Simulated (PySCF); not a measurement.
# C4H8BN: the cost of one run

The runs use PySCF 2.14.0, with density-fitted response routines of our own; the level of theory stands in each step. All values are computed, except where a source is named. Atoms are numbered from 0 throughout.

## 1. The starting structure

14 atoms, charge 0, multiplicity 1; geometry from: GFN2-xTB.

Bonds of the start (Å): C0–C1 1.20, C1–B2 1.52, B2–N3 1.38, N3–C4 1.44, N3–C5 1.44, C0–H6 1.05, B2–H7 1.17, C4–H8 1.09, C4–H9 1.10, C4–H10 1.10, C5–H11 1.10, C5–H12 1.09, C5–H13 1.10.

## 2. TDDFT and polarisability: CAM-B3LYP/def2-SVPD

Job settings and geometry (Å):

```
{"job": {"kind": "uv", "xc": "CAM-B3LYP", "basis": "def2-SVPD", "nstates": 8, "ntriplets": 3}, "charge": 0, "multiplicity": 1}
C      2.859865     1.007358    -0.887827
C      1.966152     0.653021    -0.163653
B      0.860926     0.211674     0.780819
N     -0.380410    -0.147967     0.286160
C     -1.479839    -0.580014     1.114454
C     -0.731472    -0.138073    -1.114603
H      3.641878     1.313915    -1.521604
H      1.059925     0.173096     1.937753
H     -1.189699    -0.561049     2.161752
H     -1.782209    -1.599591     0.851071
H     -2.346363     0.075867     0.975915
H     -1.569008     0.543910    -1.295797
H      0.122736     0.185900    -1.703648
H     -1.033159    -1.138519    -1.442958
```

Method: TDDFT CAM-B3LYP/def2-SVPD, vertical, gas phase, core orbitals frozen in the response.

Command:

```
> OMP_NUM_THREADS=1 python probes_run.py task.json out
```

The driver reads the jobs from task.json and runs them one after another.

**Question.** How long does this first job take on 1 thread of Arm Neoverse N1, shared host, and how much memory does it need?

About 50 s, with a peak of 0.87 GiB.
